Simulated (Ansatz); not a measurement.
I need a ladder of basis sets of F2HSn, SMILES [F][SnH][F]. Use Ansatz 0.2.0, Python API. Level of theory (for the species named): PBE0, def2-SVP basis, multiplicity 2. The script varies basis: def2-SVP, def2-SVPD, def2-TZVP, def2-TZVPP.

```yaml
atoms:
  - { symbol: F, position_ang: [0.6743, -1.3600, 1.1000] }
  - { symbol: Sn, position_ang: [-0.4626, -0.0186, 0.1335] }
  - { symbol: F, position_ang: [0.2955, 1.7518, 0.3118] }
  - { symbol: H, position_ang: [-0.4517, -0.4335, -1.5655] }
```

`basis_f2hsn.py`
```python
import logging
import sys

import ansatz as az

logging.basicConfig(stream=sys.stdout, format="%(levelname)s %(message)s")
log = logging.getLogger("ansatz_job")
log.setLevel(logging.INFO)

GEOMETRY = """
F     0.67430   -1.36000    1.10000
Sn   -0.46260   -0.01860    0.13350
F     0.29550    1.75180    0.31180
H    -0.45170   -0.43350   -1.56550
"""

molecule = az.Crystal.molecule()
for line in GEOMETRY.strip().splitlines():
    symbol, *xyz = line.split()
    molecule = molecule.atom(symbol, [float(v) for v in xyz])

base = (
    molecule.calculation()
    .functional("pbe0")
    .spin("collinear", total=1)
)

energies = {}
for basis in ["def2-SVP", "def2-SVPD", "def2-TZVP", "def2-TZVPP"]:
    summary = base.basis(gaussian=basis).run(threads=1).report
    size = summary["n_frozen"] + summary["n_occupied"][0] + summary["n_virtual"][0]
    energies[basis] = (summary["reference_energy_ev"] / 27.211386246, summary["free_energy_ev"] / 27.211386246)
    log.info(f"{basis:14s} {size:4d} orbitals  reference {energies[basis][0]:14.6f} Ha  total {energies[basis][1]:14.6f} Ha")

last = energies["def2-TZVPP"][1]
for basis, (_, total) in energies.items():
    log.info(f"{basis:14s} lies {27.211386 * (total - last):9.4f} eV above def2-TZVPP")
```

```console
$ python basis_f2hsn.py
INFO def2-SVP         59 orbitals  reference    -414.245029 Ha  total    -414.245029 Ha
INFO def2-SVPD        86 orbitals  reference    -414.274511 Ha  total    -414.274511 Ha
INFO def2-TZVP       118 orbitals  reference    -414.516706 Ha  total    -414.516706 Ha
INFO def2-TZVPP      126 orbitals  reference    -414.516954 Ha  total    -414.516954 Ha
INFO def2-SVP       lies    7.3994 eV above def2-TZVPP
INFO def2-SVPD      lies    6.5972 eV above def2-TZVPP
INFO def2-TZVP      lies    0.0067 eV above def2-TZVPP
INFO def2-TZVPP     lies    0.0000 eV above def2-TZVPP
```

Against def2-SVP: def2-SVPD -29.5 mHa, def2-TZVP -271.7 mHa and def2-TZVPP -271.9 mHa. The last step alone is -0.25 mHa (these two sets differ little on atoms other than hydrogen). From the first set to the last the time grows from 1.9 to 3.3 s.

Caveats:
- The drop along the ladder measures the basis error, and is no property of the molecule.
- The geometry is a force-field or estimated start, not a minimum of this method, and the last set is no limit. Much of the fall in a total is atomic energy, which cancels in bond and reaction energies.
- def2 sets replace the cores of elements past krypton by effective core potentials.
- The run takes the species as open-shell (spin multiplicity 2), which needn't be its ground state.
- Hardware and time: 12 s on 1 thread of Arm Neoverse V2 (shared host), peak memory 0.31 GiB.
